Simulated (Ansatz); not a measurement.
# GeH5NOSi: the cost of one run

Computed with the Python package of Ansatz 0.2.0. Level of theory: PBE+D4/def2-SVP.

## 1. The structure

Bond lengths: O1–Si2 1.694 Å, Si2–N3 1.752 Å, Si2–Ge4 2.281 Å, N3–Ge4 1.792 Å, O1–H5 1.047 Å, Si2–H6 1.487 Å, N3–H7 1.041 Å, Ge4–H8 1.559 Å, Ge4–H9 1.594 Å. Angles (14 of 16 angles, heavy atoms first): O1–Si2–N3 107.9°, O1–Si2–Ge4 113.9°, N3–Si2–Ge4 50.7°, Si2–N3–Ge4 80.2°, Si2–Ge4–N3 49.2°, O1–Si2–H6 121.3°, N3–Si2–H6 112.3°, Ge4–Si2–H6 124.5°, Si2–O1–H5 103.8°, Si2–N3–H7 109.8°, Ge4–N3–H7 109.8°, Si2–Ge4–H8 116.5°, Si2–Ge4–H9 117.7°, N3–Ge4–H8 110.5°.

The script holds or builds the structure itself.

## 2. The code

Contents of geh5nosi.py:

```python
import ansatz as az
from ase import Atoms

BASIS = "def2-SVP"
FUNCTIONAL = "pbe"
VDW = "d4"
FORCE_TOL = 0.02

atoms = Atoms(["O", "Si", "N", "Ge", "H", "H", "H", "H", "H"], positions=[
    (-0.3095, 0.8511, -1.8079),
    (0.0548, 0.9569, -0.1569),
    (1.1928, -0.3185, 0.2265),
    (-0.2835, -0.9848, 0.9921),
    (-1.3067, 1.1642, -1.8649),
    (0.4265, 2.2529, 0.4709),
    (1.4188, -0.86, -0.6328),
    (-0.8258, -2.1939, 0.1713),
    (-0.2788, -0.9142, 2.5847),
])

first = (
    az.Crystal.molecule_from_ase(atoms).calculation()
    .basis(gaussian=BASIS)
    .functional(FUNCTIONAL, dispersion=VDW)
    .relax(force_tolerance=FORCE_TOL, max_steps=80)
)
atoms.positions = first.run().report["positions_ang"]

rows = []
for angle in [85, 95, 105, 115, 125, 140, 160]:
    bent = atoms.copy()
    bent.set_angle(1, 0, 4, angle, indices=[4])
    model = az.Crystal.molecule_from_ase(bent).calculation()
    model = model.basis(gaussian=BASIS)
    model = model.functional(FUNCTIONAL, dispersion=VDW)
    rows.append((angle, model.run().report["free_energy_ev"]))
floor = min(e for _, e in rows)
for angle, e in rows:
    print(f"angle Si1-O0-H4 = {angle:3d} deg   {1000 * (e - floor):9.1f} meV")
```

## 3. What the engine is handed

The engine receives this input (first run):

```yaml
crystal:
  periodic: [false, false, false]
  atoms:
    - { symbol: O, position_ang: [-0.3095, 0.8511, -1.8079] }
    - { symbol: Si, position_ang: [0.0548, 0.9569, -0.1569] }
    - { symbol: "N", position_ang: [1.1928, -0.3185, 0.2265] }
    - { symbol: Ge, position_ang: [-0.2835, -0.9848, 0.9921] }
    - { symbol: H, position_ang: [-1.3067, 1.1642, -1.8649] }
    - { symbol: H, position_ang: [0.4265, 2.2529, 0.4709] }
    - { symbol: H, position_ang: [1.4188, -0.86, -0.6328] }
    - { symbol: H, position_ang: [-0.8258, -2.1939, 0.1713] }
    - { symbol: H, position_ang: [-0.2788, -0.9142, 2.5847] }
basis:
  gaussian:
    orbitals: def2-SVP
hamiltonian:
  xc: pbe
  dispersion: d4
relax:
  f_tol: 0.02
  max_steps: 80
```

## 4. Launch

The run is started by

```sh
> python geh5nosi.py
```

What time and memory should one allow on 1 thread of AMD EPYC 9R45 (Zen 5), shared host?

About 24 s, with a peak of 0.23 GiB.
